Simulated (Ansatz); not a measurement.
# OsF: the cost of one run

Method: DFT PBE, scalar-relativistic, plane waves, PAW, in Ansatz 0.2.0.

The COD cell was measured well above room temperature, so it is larger than a cold one.

## Step 1: The system as given

The structure is cubic, space group Fm-3m (No. 225). The conventional cell has a = 4.598 Å, b = 4.598 Å, c = 4.598 Å, α = 90.00°, β = 90.00°, γ = 90.00°. Around Os (site symmetry m-3m) lie 6 F at 2.30 Å. Around F (site symmetry m-3m) lie 6 Os at 2.30 Å.

Structure file:

```
CELL_PARAMETERS angstrom
0.00000 2.29876 2.29876
2.29876 0.00000 2.29876
2.29876 2.29876 0.00000
ATOMIC_POSITIONS crystal
Os 0.00000 0.00000 0.00000
F 0.50000 0.50000 0.50000
```

(A quick probe on a coarse mesh, which set the mesh and smearing, is not shown.)

## Step 3: Rough relaxation on the coarse mesh

Contents of input.yaml:

```yaml
crystal:
  lattice:
    - [0.0, 2.2987636497, 2.2987636497]
    - [2.2987636497, 0.0, 2.2987636497]
    - [2.2987636497, 2.2987636497, 0.0]
  atoms:
    - { symbol: Os, position: [0.0, 0.0, 0.0], spin: 0.54 }
    - { symbol: F, position: [0.5, 0.5, 0.5] }
basis:
  ecutwfc: 420
kpoints:
  mp_grid: { grid: [6, 6, 6] }
hamiltonian:
  xc: pbe
scf:
  occupations: { method: gaussian, width: 0.1 }
  lower_state_search: "off"
output:
  forces: true
  stress: true
  eigenvalues: true
  populations: true
magnetization:
  spin_polarized: true
relax:
  adjacent_minimum: "off"
  f_tol: 0.04
  max_steps: 70
  cell: { stress_tol: 0.4 }
```

On the command line:

```console
> ansatz run input.yaml --threads 1 --pin off --max-ram 2560MiB --backend cpu --events-out ev --progress --plain --runs-dir out
```

**Question.** How long does this run take on 1 thread of Intel Xeon Platinum 8375C at 2.90GHz (Ice Lake), shared host, and how much memory does it need?

About 18 s, with a peak of 0.36 GiB.
